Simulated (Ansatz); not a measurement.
A nudged elastic band was laid between two geometries of a periodic cell of 31 atoms, Al (host Al, host structure fcc, one Al atom removed).

Computed with DFT r2SCAN, scalar-relativistic, plane waves, PAW (Ansatz 0.2.0). Settings: PAW set soft_1, cutoff 500 eV, k mesh 2x2x2, fermi-dirac smearing 0.05 eV, no spin polarisation.

```json
{
 "movable images": "7",
 "climbing image": "yes",
 "spring": "2.0 eV/Å²",
 "optimiser": "quadratic models (default)",
 "start path": "IDPP",
 "force threshold": "0.05 eV/Å",
 "iteration limit": "61",
 "end points": "relaxed"
}
```

Image 0:

```xyz
31
Lattice="8.1000 0.0000 0.0000 0.0000 8.1000 0.0000 0.0000 0.0000 8.1000" Properties=species:S:1:pos:R:3
Al 4.033 0.000 -0.026
Al 6.079 2.050 -0.026
Al 0.028 -0.002 -0.024
Al 2.029 2.046 -0.023
Al 4.034 4.051 -0.024
Al 6.080 6.054 -0.024
Al 2.029 0.001 2.023
Al 4.034 2.047 2.023
Al 6.080 4.050 2.022
Al 4.033 0.002 4.068
Al 6.079 2.045 4.067
Al 6.081 0.001 6.072
Al 0.028 4.051 -0.022
Al 2.029 6.056 -0.023
Al 0.028 2.047 2.024
Al 2.030 4.051 2.023
Al 4.032 6.052 2.021
Al 0.026 0.000 4.067
Al 2.029 2.046 4.067
Al 4.036 4.051 4.068
Al 6.079 6.053 4.069
Al 2.030 0.001 6.071
Al 4.037 2.046 6.071
Al 6.081 4.051 6.071
Al 0.027 6.055 2.021
Al 0.025 4.051 4.067
Al 2.029 6.055 4.068
Al 0.027 2.046 6.071
Al 2.030 4.051 6.071
Al 4.035 6.055 6.070
Al 0.027 6.056 6.071
```

Image 8:

Only the atoms that move by more than 0.05 Å are listed.
```
Al11 6.075 -0.016 2.009
```

Task: What changes between the two ends?

Result: The atom that moves furthest is Al11, by 2.91 Å.

Task: What energy profile does the band end with?

Result: It converged. The highest image is number 4 of 0 to 8, 0.64 eV above the ends, which have the same energy within 2 meV. By the program's own check the climbing image is a first-order saddle point (lowest curvatures found: -1.16 and 0.42 eV/Å²). Limits of this set-up: coarse k mesh.

| image | path coordinate (Å) | energy (eV) |
| --- | --- | --- |
| 0 | 0.00 | 0.00 |
| 1 | 0.38 | 0.12 |
| 2 | 0.76 | 0.36 |
| 3 | 1.14 | 0.56 |
| 4 | 1.52 | 0.64 |
| 5 | 1.90 | 0.56 |
| 6 | 2.28 | 0.36 |
| 7 | 2.66 | 0.12 |
| 8 | 3.04 | 0.00 |

Task: What is the geometry of the highest image?

Result: 
```xyz
31
Lattice="8.1000 0.0000 0.0000 0.0000 8.1000 0.0000 0.0000 0.0000 8.1000" Properties=species:S:1:pos:R:3
Al 4.023 -0.032 0.005
Al 6.078 1.996 0.040
Al 0.032 -0.032 0.005
Al 2.027 2.034 -0.065
Al 4.011 4.065 -0.016
Al 6.077 6.058 0.003
Al 2.028 -0.016 2.009
Al 3.858 2.096 1.953
Al 6.078 4.009 2.053
Al 3.914 -0.047 4.095
Al 6.077 1.090 2.959
Al 6.078 0.019 6.072
Al 0.044 4.065 -0.016
Al 2.028 6.062 -0.003
Al 0.196 2.095 1.954
Al 2.027 4.114 2.015
Al 4.033 6.061 1.989
Al 0.141 -0.047 4.095
Al 2.028 2.039 4.064
Al 4.023 4.043 4.081
Al 6.078 6.077 4.029
Al 2.028 -0.020 6.118
Al 4.033 2.060 6.088
Al 6.077 4.046 6.091
Al 0.022 6.060 1.989
Al 0.032 4.044 4.081
Al 2.028 6.031 4.068
Al 0.022 2.060 6.088
Al 2.028 4.051 6.086
Al 4.008 6.058 6.091
Al 0.048 6.058 6.091
```

The band took 4 iterations and roughly 18 core-minutes.

The run took 4.9 min on 4 threads of AMD EPYC 9R45 96-Core Processor (Zen 5) (shared host), peak memory 6.4 GiB.
